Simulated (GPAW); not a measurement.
# GaGe (F-43m) in GPAW: single point with PBE

Aim: the single point of GaGe with PBE.

Everything below comes from runs of GPAW 26.7.0. Logs are shortened: lines on timing, memory, paths and dates and some standing lists are left out, and cuts for length are marked. The log counts tension as positive stress, the text compression.

## (1) The crystal as given

Symmetry: F-43m, No. 216, cubic system. The conventional cell has a = 5.796 Å, b = 5.796 Å, c = 5.796 Å, α = 90.00°, β = 90.00°, γ = 90.00°. Around Ge (site symmetry -43m) lie 4 Ga at 2.51 Å. Ga (site symmetry -43m) is surrounded by 4 Ge at 2.51 Å.

The cell comes from a database or a generator and needn't be the stable form of this composition.

## (2) Single point, PBE

Contents of run.py:

```python
from ase.dft.bandgap import bandgap
from ase.io import read, write
from ase.units import GPa
from gpaw import GPAW, PW

atoms = read('POSCAR')

calc = GPAW(mode=PW(450),
            xc='PBE',
            kpts={'size': (7, 7, 7), 'gamma': True},
            occupations={'name': 'fermi-dirac', 'width': 0.05},
            nbands=11,
            maxiter=120,
            txt='gpaw.txt')
atoms.calc = calc
energy = atoms.get_potential_energy()
forces = atoms.get_forces()
stress = atoms.get_stress()
calc.write('gs.gpw')
write('result.traj', atoms)
print(f'Energy: {energy:.6f} eV')
print('Forces (eV/A):')
print(forces.round(4))
print('Stress (GPa):', (stress / GPa).round(3))
print('Fermi level:', round(calc.get_fermi_level(), 4), 'eV')
print(f'Gap: {bandgap(calc)[0]:.4f} eV, direct: {bandgap(calc, direct=True)[0]:.4f} eV')
```

Contents of POSCAR:

```
GaGe
1.0
    0.0000000000      2.8978440000      2.8978440000
    2.8978440000      0.0000000000      2.8978440000
    2.8978440000      2.8978440000      0.0000000000
Ge Ga
1 1
Direct
    0.0000000000      0.0000000000      0.0000000000
    0.2500000000      0.2500000000      0.2500000000
```

Potentials or basis: GPAW PAW data sets (gpaw-data 1.2.1), pw.

On the command line:

```
$ OMP_NUM_THREADS=1 python run.py
```

gpaw.txt:

```text
__  _  _
 | _ |_)|_||  |
 |__||  | ||/\| - 26.7.0

Input parameters:
  mode=PW(ecut=450.00000000000006),
  kpts=MonkhorstPack(size=(7, 7, 7), gamma=True),
  maxiter=120,
  nbands=11,
  occupations=Occupations(name='fermi-dirac', width=0.05),
  xc=XC(name='PBE')

Diagonalizing LCAO Hamiltonian
Converting LCAO to pw mode

           Ga

       Ge

Atoms  # Å, Bohr magnetons
|   | symbol |        x |        y |        z |    initial magnetic moments |
|---|--------|----------|----------|----------|-----------------------------|
| 0 |     Ge | 0.000000 | 0.000000 | 0.000000 | ( 0.0000,  0.0000,  0.0000) |
| 1 |     Ga | 1.448922 | 1.448922 | 1.448922 | ( 0.0000,  0.0000,  0.0000) |

Unit cell  # Å
| periodic |        x |        y |        z |  lengths |    angles |
|----------|----------|----------|----------|----------|-----------|
|      yes | 0.000000 | 2.897844 | 2.897844 | 4.098170 | 60.000000 |
|      yes | 2.897844 | 0.000000 | 2.897844 | 4.098170 | 60.000000 |
|      yes | 2.897844 | 2.897844 | 0.000000 | 4.098170 | 60.000000 |

Number of symmetries: 24
Symmetry operations  # r_c * U_cc + t_c -> r_c
|    | kind |            matrix            |
|----|------|------------------------------|
|  0 |  E   |  1, 0, 0,  0, 1, 0,  0, 0, 1 |
|  1 |  σ   |  1, 0, 0,  0, 0, 1,  0, 1, 0 |
|  2 |  σ   |  1, 0,-1,  0, 1,-1,  0, 0,-1 |
|  3 |  C3  |  1, 0,-1,  0, 0,-1,  0, 1,-1 |
|  4 |  C3  |  1,-1, 0,  0,-1, 1,  0,-1, 0 |
|  5 |  σ   |  1,-1, 0,  0,-1, 0,  0,-1, 1 |
|  6 |  σ   |  0, 1, 0,  1, 0, 0,  0, 0, 1 |
|  7 |  C3  |  0, 1, 0,  0, 0, 1,  1, 0, 0 |
|  8 |  C2  |  0, 1,-1,  1, 0,-1,  0, 0,-1 |
|  9 |  S4  |  0, 1,-1,  0, 0,-1,  1, 0,-1 |
| 10 |  C3  |  0, 0, 1,  1, 0, 0,  0, 1, 0 |
| 11 |  σ   |  0, 0, 1,  0, 1, 0,  1, 0, 0 |
| 12 |  S4  |  0, 0,-1,  1, 0,-1,  0, 1,-1 |
| 13 |  C3  |  0, 0,-1,  0, 1,-1,  1, 0,-1 |
| 14 |  S4  |  0,-1, 1,  1,-1, 0,  0,-1, 0 |
| 15 |  C2  |  0,-1, 1,  0,-1, 0,  1,-1, 0 |
| 16 |  C3  |  0,-1, 0,  1,-1, 0,  0,-1, 1 |
| 17 |  S4  |  0,-1, 0,  0,-1, 1,  1,-1, 0 |
| 18 |  S4  | -1, 1, 0, -1, 0, 1, -1, 0, 0 |
| 19 |  C3  | -1, 1, 0, -1, 0, 0, -1, 0, 1 |
| 20 |  C3  | -1, 0, 1, -1, 1, 0, -1, 0, 0 |
| 21 |  S4  | -1, 0, 1, -1, 0, 0, -1, 1, 0 |
| 22 |  σ   | -1, 0, 0, -1, 1, 0, -1, 0, 1 |
| 23 |  C2  | -1, 0, 0, -1, 0, 1, -1, 1, 0 |

BZ-sampling:
  Number of BZ points: 343
  Number of IBZ points: 20

  Monkhorst-Pack size: [7, 7, 7]
  Monkhorst-Pack shift: [0, 0, 0]

K-points  # in reciprocal-cell coordinates
|     |                                coordinates |     weight |
|-----|--------------------------------------------|------------|
|   0 | (  0.00000000,   0.00000000,   0.00000000) | 0.00291545 |
|   1 | (  0.14285714,   0.14285714,   0.00000000) | 0.01749271 |
|   2 | (  0.14285714,   0.14285714,   0.14285714) | 0.02332362 |
|   3 | (  0.28571429,   0.14285714,   0.14285714) | 0.03498542 |
|   4 | (  0.28571429,   0.28571429,   0.00000000) | 0.01749271 |
|   5 | (  0.28571429,   0.28571429,   0.14285714) | 0.06997085 |
|   6 | (  0.28571429,   0.28571429,   0.28571429) | 0.02332362 |
|   7 | (  0.42857143,  -0.28571429,  -0.28571429) | 0.03498542 |
|   8 | (  0.42857143,   0.28571429,  -0.42857143) | 0.13994169 |
|   9 | (  0.42857143,   0.28571429,  -0.28571429) | 0.06997085 |
| ... |                                            |            |
|  19 | (  0.42857143,   0.42857143,   0.42857143) | 0.02332362 |

Plane wave coefficients: 1067
Cutoff: 450.00000000000006 eV

Spin-components: 1 (collinear spins)
Bands:           11
Projectors:      10
Spin-degeneracy: 2
Datatype:        complex128

Parallelization:
  kpt:    1
  domain: 1
  band:   1

Density:
  Valence electrons: 7.0
  Components: 1
  Grid points: [21 21 21]
  Charge: 0.0  # |e|

Potential:
  Grid points: [21 21 21]

species:
  Ge:
    name:    Germanium
    Z:       32.0
    valence: 4
    core:    28
    charge:  0.0  # [|e|]
    compensation charges:
      type: gauss
      rc: 0.32  # [Å]
      lmax: 2
    cutoffs:
      filter: 1.77  # [Å]
      core: 3.42  # [Å]
    projectors
    | kind |    occ | energy [eV] | rcut [Å] |
    |------|--------|-------------|----------|
    |   4s |  2.000 |     -11.726 |    1.005 |
    |   4p |  2.000 |      -3.896 |    1.005 |
    |    s |        |      15.485 |    1.005 |
    |    p |        |      23.315 |    1.005 |
    |    d |        |       0.000 |    1.005 |

    Using partial waves for Ge as LCAO basis

  Ga:
    name:    Gallium
    Z:       31.0
    valence: 3
    core:    28
    charge:  0.0  # [|e|]
    compensation charges:
      type: gauss
      rc: 0.37  # [Å]
      lmax: 2
    cutoffs:
      filter: 2.06  # [Å]
      core: 4.17  # [Å]
    projectors
    | kind |    occ | energy [eV] | rcut [Å] |
    |------|--------|-------------|----------|
    |   4s |  2.000 |      -8.945 |    1.164 |
    |   4p |  1.000 |      -2.580 |    1.164 |
    |    s |        |      18.266 |    1.164 |
    |    p |        |      24.631 |    1.164 |
    |    d |        |       0.000 |    1.164 |

    Using partial waves for Ga as LCAO basis

Reference energy: -109982.309381  # eV

eigensolver:
  PPCG
  Converge bands: occupied
  niter=2

density mixing:
  MSR1-Mixer
  Pratt-step length: 0.05
  Maximum mixing coefficient: 0.75
  Old densities: 10
  SVD Regularization: 0.005
  Good broyden scale: 1.0
  Trust region scale: 1.0
  Backstep threshold: 4.0
  History deletion threshold: 6.0
  Fourier metric: weight=20.0, sigma=0.015

occupation numbers:
  Fermi-Dirac:
    width: 0.0500  # eV

poisson solver:
  ecut: 3600.0000000000005  # eV

xc functional:
  name: PBE with 2 nearest neighbor stencil

convergence criteria:
- Maximum [total energy] change in last 3 cyles: 0.0005 eV / valence electron
- Maximum integral of absolute [dens]ity change: 0.0001 electrons / valence electron
- Maximum integral of absolute [eigenst]ate change: 4e-08 eV^2 / valence electron
maximum number of iterations: 120

SCF iterations
|iter     | |      energy | eigst |  dens |
|---------|-|-------------|-------|-------|
|iter:   1| |   -7.046869 | -0.60 |       |
|iter:   2| |   -7.048533 | -2.94 | -1.01 |
|iter:   3| |   -7.056492 | -3.16 | -1.03 |
|iter:   4| |   -7.058005 | -4.00 | -1.57 |
|iter:   5| |   -7.058077c| -5.52 | -2.54 |
|iter:   6| |   -7.058095c| -6.47 | -2.93 |
|iter:   7| |   -7.058095c| -8.26c| -4.14c|

Converged in 7 steps
Energy contributions relative to reference atoms: (reference = -109982.309381)

Energy contributions:
  Kinetic:          20.198713
  Coulomb:         -17.750098
  Zero:              0.022455
  External:          0.000000
  Xc:               -9.521260
  Entropy:          -0.015808
  Spinorbit:         0.000000
  ----------------------------
  Free energy:      -7.065999
  Extrapolated:     -7.058095

dipole moment: (-21.897381, -21.897381, -21.897381)  # |e|*Ang

Fermi level: 3.739
Eigenvalues  # (at kpt = [0.000, 0.000, 0.000])
| band index |      eig [eV] | occ [0-2] |
|------------|---------------|-----------|
|          0 |        -6.735 |     2.000 |
|          1 |         5.470 |     0.000 |
|          2 |         5.470 |     0.000 |
|          3 |         5.470 |     0.000 |
|          4 |         5.910 |     0.000 |
|          5 |         8.165 |     0.000 |
|          6 |         8.165 |     0.000 |
|          7 |         8.165 |     0.000 |
|          8 |        11.506 |     0.000 |
|        ... |               |           |
|         10 |        14.381 |     0.000 |

No gap
No difference between direct/indirect transitions

Forces  # eV/Ang
|        x |        y |        z |
|----------|----------|----------|
| -0.00000 |  0.00000 | -0.00000 |  # Ge   0
| -0.00000 | -0.00000 | -0.00000 |  # Ga   1

Stress tensor  # eV/Ang^3
|         x |         y |         z |
|-----------|-----------|-----------|
| -0.005269 | -0.000000 |  0.000000 |
| -0.000000 | -0.005269 |  0.000000 |
|  0.000000 |  0.000000 | -0.005269 |

# Writing to gs.gpw (mode='')
```

stdout:

```text
Energy: -7.058095 eV
Forces (eV/A):
[[-0.  0. -0.]
 [-0. -0. -0.]]
Stress (GPa): [-0.844 -0.844 -0.844  0.     0.    -0.   ]
Fermi level: 3.7386 eV
Gap: 0.0000 eV, direct: 0.0000 eV
```

Wall time 4.6 s (1 thread of Arm Neoverse V2, shared host); peak memory 0.13 GiB.

Results:

```yaml
Free_energy: -7.0660 eV
Pressure: 0.8 GPa
Band_gap_on_the_k_mesh: none (metal or under the smearing width)
```

Levels at points of the mesh, in eV from the Fermi level:
```csv
k point,band 1,band 2,band 3,band 4,band 5,band 6,band 7
"(0.00, 0.00, 0.00)",-10.47,1.73,1.73,1.73,2.17,4.43,4.43
```

Caveat: the cutoff is short for stress and forces, so pressures can be off by a GPa or more.
